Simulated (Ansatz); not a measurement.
**CH8BFSi2: one species, many methods**

The task here is to estimate one member of a computed series from the others.

Computed with Ansatz 0.2.0, Gaussian basis. Level: functionals in def2-TZVPP, the program's frozen cores in correlated methods.

Plan: PBE-D4, r2SCAN-D4, PBE0-D4, B3LYP-D4, ωB97X-V, ωB97M-V, B2PLYP; CCSD(T)/def2-TZVPP; MP2/def2-QZVPP; extrapolation to the limit.

## The geometry

The geometry comes from an earlier relaxation with PBE0-D4 in a triple-zeta def2 set; it is a stationary point, not always the lowest conformer.

SMILES `F[SiH2]BC[SiH3]`, 13 atoms, charge 0, spin multiplicity 1.

Atoms are counted from 1 here; the program's logs count them from 0.

Bond lengths: F1–Si2 1.609 Å, Si2–B3 2.010 Å, Si2–H6 1.493 Å, Si2–H7 1.491 Å, B3–C4 1.531 Å, B3–H8 1.200 Å, C4–Si5 1.904 Å, C4–H9 1.094 Å, C4–H10 1.095 Å, Si5–H11 1.486 Å, Si5–H12 1.484 Å, Si5–H13 1.485 Å. Angles: F1–Si2–B3 113.1°, F1–Si2–H6 107.3°, F1–Si2–H7 107.0°, B3–Si2–H6 109.3°, B3–Si2–H7 112.3°, H6–Si2–H7 107.6°, Si2–B3–C4 120.4°, Si2–B3–H8 120.6°, C4–B3–H8 118.9°, B3–C4–Si5 104.3°, B3–C4–H9 116.9°, B3–C4–H10 115.2°, Si5–C4–H9 105.1°, Si5–C4–H10 103.2°, H9–C4–H10 110.4°, C4–Si5–H11 111.1°, C4–Si5–H12 110.2°, C4–Si5–H13 108.2° and more.

As a file:

```xyz
13
charge 0, multiplicity 1
F    -3.12840    1.25816    0.14466
Si   -1.54074    1.51613    0.16309
B    -0.49579   -0.04308    0.88331
C     1.00429   -0.16776    0.60253
Si    1.10804   -1.34824   -0.88817
H    -1.29583    2.71173    1.02233
H    -1.14020    1.87190   -1.22792
H    -1.04379   -0.91077    1.50444
H     1.52553    0.74017    0.28444
H     1.58064   -0.68771    1.37477
H     0.24184   -0.88184   -2.00155
H     0.68819   -2.71453   -0.48925
H     2.51671   -1.37898   -1.35790
```

The first run:

in.yaml reads:

```yaml
crystal:
  periodic: [false, false, false]
  atoms:
    - {symbol: F, position_ang: [-3.128398, 1.258158, 0.144662]}
    - {symbol: Si, position_ang: [-1.540741, 1.516133, 0.163088]}
    - {symbol: B, position_ang: [-0.495793, -0.043076, 0.883305]}
    - {symbol: C, position_ang: [1.004294, -0.167756, 0.602532]}
    - {symbol: Si, position_ang: [1.108039, -1.348241, -0.888166]}
    - {symbol: H, position_ang: [-1.295829, 2.711728, 1.022332]}
    - {symbol: H, position_ang: [-1.140200, 1.871903, -1.227915]}
    - {symbol: H, position_ang: [-1.043786, -0.910773, 1.504442]}
    - {symbol: H, position_ang: [1.525532, 0.740174, 0.284442]}
    - {symbol: H, position_ang: [1.580642, -0.687705, 1.374773]}
    - {symbol: H, position_ang: [0.241839, -0.881835, -2.001552]}
    - {symbol: H, position_ang: [0.688190, -2.714525, -0.489246]}
    - {symbol: H, position_ang: [2.516712, -1.378985, -1.357898]}
basis:
  gaussian: {orbitals: def2-TZVPP}
hamiltonian: {xc: pbe, dispersion: d4}
output: {forces: true, orbitals: {seedname: orbitals}}
```

On the command line:

```
ansatz run in.yaml --threads 4 --pin off --events-out ev --progress --plain --max-ram 10444MiB
```

Among the steps run: PBE-D4 (GGA); r2SCAN-D4 (meta-GGA); PBE0-D4 (hybrid); B3LYP-D4 (hybrid); ωB97X-V (range-separated); ωB97M-V (range-separated); B2PLYP (double hybrid); CCSD(T) in def2-TZVPP; MP2 in def2-QZVPP.

One table of the session follows, with a row left open; its other results are not shown here.

It belongs to the step «Atomisation energies». 

| method | atomisation energy (eV) |
| --- | --- |
| PBE-D4 | 46.277 |
| r2SCAN-D4 | 46.356 |
| PBE0-D4 | 45.977 |
| B3LYP-D4 | 46.241 |
| ωB97X-V | ? |
| ωB97M-V | 46.332 |
| B2PLYP | 45.713 |
| HF/def2-TZVPP | 35.770 |
| MP2/def2-TZVPP | 45.438 |
| CCSD/def2-TZVPP | 44.687 |
| CCSD(T)/def2-TZVPP | 45.136 |
| MP2/CBS | 46.517 |
| CCSD(T)/CBS | 46.215 |

Estimate the missing values for ωB97X-V.

The run gave: atomisation energy (eV): 46.485. In the column «atomisation energy (eV)» it lies between r2SCAN-D4 (46.356) and MP2/CBS (46.517).
